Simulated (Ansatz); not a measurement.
Crystal: Ge3Pd.

```xyz
4
Lattice="4.1420 0.0000 0.0000 0.0000 4.1420 0.0000 0.0000 0.0000 4.1420" Properties=species:S:1:pos:R:3 pbc="T T T"
Pd    0.0000    0.0000    0.0000
Ge    2.0710    2.0710    0.0000
Ge    2.0710    0.0000    2.0710
Ge    0.0000    2.0710    2.0710
```

The cell comes from a database or a generator and needn't be the stable form of this composition.

* Program: Ansatz 0.2.0
* Task: single point
* Functional: PBEsol
* Potentials or basis: Ansatz PAW
* Cutoff: 420 eV (not typed: the program's choice for these potentials)
* k mesh: 7 × 7 × 7
* Occupations: fermi-dirac, width 0.05 eV
* Spin: no spin polarisation

On this cell: pressure -4.7 GPa; largest force zero by symmetry; band gap on the k mesh none (metal or under the smearing width).

The same run follows on a disturbed copy (atoms moved at random, drawn with an rms of 0.05 Å):

```
Pd Ge
1.0
     4.14202    0.00000    0.00000
     0.00000    4.14202    0.00000
     0.00000    0.00000    4.14202
Pd Ge
1 3
Direct
  0.00622 0.99586 0.98313
  0.50040 0.49628 0.00006
  0.49946 0.00568 0.49902
  0.00962 0.49349 0.50611
```

Question: What changes?

Answer: The energy (extrapolated to zero smearing) moves by +0.8 meV/atom; pressure -4.6 GPa; largest force 0.132 eV/Å; band gap on the k mesh none (metal or under the smearing width).

Forces in eV/Å, atoms in the order of the input:
```
Pd  -0.022 -0.043 -0.047
Ge   0.061  0.063  0.099
Ge   0.065 -0.090 -0.020
Ge  -0.105  0.070 -0.032
```

Caveats: the PAW data sets come from PBE, with cores solved anew for the run's functional, which leaves a small shift of forces and pressure.
